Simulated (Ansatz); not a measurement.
# Zr3S2: an axial (c/a) deformation path

One table from this session's results is given with a row withheld; the runs are named, their logs left out.

Computed with Ansatz 0.2.0 (DFT PBEsol, scalar-relativistic, plane waves, PAW, unless a step's input says otherwise).

## Starting point

Symmetry: R32, No. 155, trigonal system. Conventional cell: a = 5.729 Å, b = 5.729 Å, c = 10.304 Å, α = 90.00°, β = 90.00°, γ = 120.00°. Around Zr (site symmetry 2) lie 4 S at 2.57 to 2.58 Å. S (site symmetry 3) is surrounded by 6 Zr at 2.57 to 2.58 Å.

As a file:

```xyz
5
Lattice="2.8646 1.6539 3.4347 -2.8646 1.6539 3.4347 0.0000 -3.3077 3.4347" Properties=species:S:1:pos:R:3 pbc="T T T"
Zr   -1.9374    0.0000    5.1520
Zr    0.9687   -1.6778    5.1520
Zr    0.9687    1.6778    5.1520
S     0.0000    0.0000    3.4515
S     0.0000    0.0000    6.8526
```

It goes back to an entry of the Materials Project, which need not be the stable form.

It is the result of an earlier relaxation at this level (volume 19.53 Å³/atom; gap on the mesh: none (metal)).

The first run:

At fixed volume and fractional coordinates, lengths along (0.000, 0.000, 1.000) are scaled against those across it; ρ is that ratio over its starting value.

input.yaml

```yaml
crystal:
  lattice:
    - [3.0240356754, 1.7459278112, 3.0820130201]
    - [-3.0240356754, 1.7459278112, 3.0820130201]
    - [0.0, -3.4918556224, 3.0820130202]
  atoms:
    - { symbol: Zr, position: [0.1618381723, 0.8381618277, 0.5] }
    - { symbol: Zr, position: [0.5, 0.1618381723, 0.8381618277] }
    - { symbol: Zr, position: [0.8381618277, 0.5, 0.1618381723] }
    - { symbol: S, position: [0.3349612457, 0.3349612457, 0.3349612457] }
    - { symbol: S, position: [0.6650387543, 0.6650387543, 0.6650387543] }
basis:
  ecutwfc: 420
kpoints:
  mp_grid: { grid: [12, 12, 12] }
hamiltonian:
  xc: pbesol
scf:
  occupations: { method: gaussian, width: 0.15 }
output:
  forces: true
  stress: true
  eigenvalues: true
```

Command:

```console
> ansatz run input.yaml --threads 1 --pin off --max-ram 2560MiB --backend cpu --events-out ev --progress --plain --runs-dir out
```

Steps of the session up to this table: At ρ = 0.850; Point ρ = 1.200; Point ρ = 0.920; At ρ = 1.100; At ρ = 0.960; Point ρ = 1.050; At ρ = 0.800.

One table of the session follows, with a row left open; its other results are not shown here.

The scan, with free energies counted from the undisturbed cell:

```
    ρ  ΔE (meV/atom)  pressure (GPa)
0.800          205.7             4.3
0.850          112.2             2.6
0.920           30.7             1.0
0.960            7.5             0.4
1.000            0.0             0.0
1.050              ?               ?
1.100           41.2            -0.4
1.200          154.0            -0.2
```

**Question.** Estimate the row for ρ = 1.050.

Worked estimate for «ΔE (meV/atom)». A straight line through the neighbours (1.000, 0.0) and (1.100, 41.2) gives 0.0 + (41.2 − 0.0) × (1.050 − 1.000) / (1.100 − 1.000) = 20.6; a parabola fitted to 4 rows on both sides gives 11.5.

**Answer.** ΔE (meV/atom): 10.6; pressure (GPa): -0.3. In «ΔE (meV/atom)» the line misses by +10.0 and the parabola by +0.9.
